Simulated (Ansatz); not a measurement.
**MgO: further runs on the relaxed cell**

An exercise on one series of results from a longer session: the logs are not shown, and one member is left open.

The COD entry's cell or inner coordinates are ideal or old and differ from later refinements, so a difference from it is no clean test against experiment.

Method: DFT r2SCAN, scalar-relativistic, plane waves, PAW, in Ansatz 0.2.0.

1 further run of the same task is left out (set aside as unsound or not needed).

### Starting point

The structure is cubic, space group Fm-3m (No. 225). The conventional cell has a = 4.204 Å, b = 4.204 Å, c = 4.204 Å, α = 90.00°, β = 90.00°, γ = 90.00°. Mg (site symmetry m-3m) has 6 O at 2.10 Å as nearest neighbours. Around O (site symmetry m-3m) lie 6 Mg at 2.10 Å.

Coordinates:

```cif
data_structure
_symmetry_space_group_name_H-M 'Fm-3m'
_symmetry_Int_Tables_number 225
_cell_length_a 4.2043
_cell_length_b 4.2043
_cell_length_c 4.2043
_cell_angle_alpha 90.000
_cell_angle_beta 90.000
_cell_angle_gamma 90.000
_cell_volume 74.32
loop_
_atom_site_label
_atom_site_type_symbol
_atom_site_symmetry_multiplicity
_atom_site_Wyckoff_symbol
_atom_site_fract_x
_atom_site_fract_y
_atom_site_fract_z
_atom_site_occupancy
Mg1 Mg 4 a 0.00000 0.00000 0.00000 1
O1 O 4 b 0.50000 0.00000 0.00000 1
```

It is the result of an earlier relaxation at this level (volume 9.29 Å³/atom; gap on the mesh: 5.68 eV).

Set-up of the first run:

The input, input.yaml:

```yaml
crystal:
  lattice:
    - [0.0, 2.1021683833, 2.1021683833]
    - [2.1021683833, 0.0, 2.1021683833]
    - [2.1021683833, 2.1021683833, 0.0]
  atoms:
    - { symbol: Mg, position: [0.0, 0.0, 0.0] }
    - { symbol: O, position: [0.5, 0.5, 0.5] }
basis:
  ecutwfc: 500
kpoints:
  mp_grid: { grid: [10, 10, 10] }
  band_path:
    path:
      - [[0.0, 0.0, 0.0], [0.5, 0.0, 0.5], [0.625, 0.25, 0.625]]
      - [[0.375, 0.375, 0.75], [0.0, 0.0, 0.0], [0.5, 0.5, 0.5], [0.5, 0.25, 0.75], [0.5, 0.0, 0.5]]
    npoints: 14
hamiltonian:
  xc: r2scan
scf:
  occupations: { method: gaussian, width: 0.02 }
  n_extra_bands: 6
output:
  forces: true
  stress: true
  eigenvalues: true
  populations: true
  dos: { projected: true, de: 0.02, nscf_kmesh: { grid: [15, 15, 15] } }
  bader: true
  write_density: true
  write_potential: true
  elf: true
  volumetric_format: npy
```

On the command line:

```sh
ansatz run input.yaml --threads 1 --pin off --max-ram 2560MiB --backend cpu --events-out ev --progress --plain --runs-dir out
```

Steps of the session up to this table: Static run: bands, density of states and charges; Band edges anywhere in the zone; Levels beside the edges; The cell as listed, for comparison; Dielectric function, independent particles; The cell scaled to 0.97 of its volume; Volume × 1.03; Volume × 0.94; The cell scaled to 1.06 of its volume; The cell scaled to 0.91 of its volume; Point at V/V0 = 1.10; Point at V/V0 = 0.88.

One of the session's tables, all rows but one given; the rest of the session is left out.

It belongs to the step «Fit of the equation of state». 

| volume (Å³/atom) | energy above the lowest point (meV/atom) | pressure (GPa) | gap on the mesh (eV) |
| --- | --- | --- | --- |
| 8.175 | 86.5 | 27.70 | 7.09 |
| 8.454 | 46.0 | 19.08 | 6.70 |
| 8.732 | 19.4 | 11.72 | 6.34 |
| 9.011 | 4.6 | 5.42 | 6.00 |
| 9.290 | 0.0 | 0.01 | 5.68 |
| 9.568 | ? | ? | ? |
| 9.847 | 15.7 | -8.62 | 5.11 |
| 10.219 | 41.1 | -13.08 | 4.77 |

Estimate the missing values for volume (Å³/atom) = 9.568.

Worked estimate for «energy above the lowest point (meV/atom)». A straight line through the neighbours (9.290, 0.0) and (9.847, 15.7) gives 0.0 + (15.7 − 0.0) × (9.568 − 9.290) / (9.847 − 9.290) = 7.8; a parabola fitted to 4 rows on both sides gives 4.2.

As computed: energy above the lowest point (meV/atom): 4.1; pressure (GPa): -4.63; gap on the mesh (eV): 5.39. In «energy above the lowest point (meV/atom)» the line misses by +3.7 and the parabola by +0.1.
